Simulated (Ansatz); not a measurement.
GaH₅S, SMILES [SH2+][GaH3-], vertical spin-state energies

With Ansatz's Python interface.

Run as a notebook:

**Cell 1**
```python
import ansatz as az
from ase import Atoms
```

**Cell 2**
```python
atoms = Atoms(["S", "Ga", "H", "H", "H", "H", "H"], positions=[
    (-0.5725, -1.29, 0.1047),
    (0.0861, 0.8564, -0.0905),
    (-0.2492, -1.7568, 1.2834),
    (-0.0154, -1.9831, -0.928),
    (-0.382, 1.4571, -1.5225),
    (-0.5302, 1.756, 1.1063),
    (1.7244, 0.8923, 0.0009),
])
system = az.Crystal.molecule_from_ase(atoms)

setup = system.calculation().basis(gaussian="def2-SVP").correlation("CCSD(T)")
found = {}
for unpaired in [0, 2]:
    r = setup.spin("collinear", total=unpaired).run(threads=1, backend="cpu").report
    s = unpaired / 2
    found[unpaired] = r["free_energy_ev"]
    print(f"2S+1 = {unpaired + 1}: E = {found[unpaired]:.5f} eV, <S^2> = {abs(r['mean_field']['state']['spin_squared']):.3f} (pure state {s * (s + 1):.2f})")
lowest = min(found, key=found.get)
for unpaired, e in found.items():
    print(f"multiplicity {unpaired + 1}: {23.060548 * (e - found[lowest]):.1f} kcal/mol above the lowest")
```
Output:
```text
2S+1 = 1: E = -63230.34469 eV, <S^2> = 0.000 (pure state 0.00)
2S+1 = 3: E = -63224.59063 eV, <S^2> = 2.031 (pure state 2.00)
multiplicity 1: 0.0 kcal/mol above the lowest
multiplicity 3: 132.7 kcal/mol above the lowest
```

In order: multiplicity 1 (+0.00 eV) and multiplicity 3 (+5.75 eV), all at the one geometry.

Total energies depend on the basis set; only differences at equal settings carry meaning. The geometry is a force-field or estimated start, not a minimum of this method, and the basis set is short of its limit. All parts are taken at fixed geometry, without zero-point energy. S² is that of the Hartree-Fock reference. The whole script took 2 min on 1 thread of Arm Neoverse V1, on a shared host, peak memory 0.44 GiB.

(Lines on the test bed's own set-up are left out of the output.)
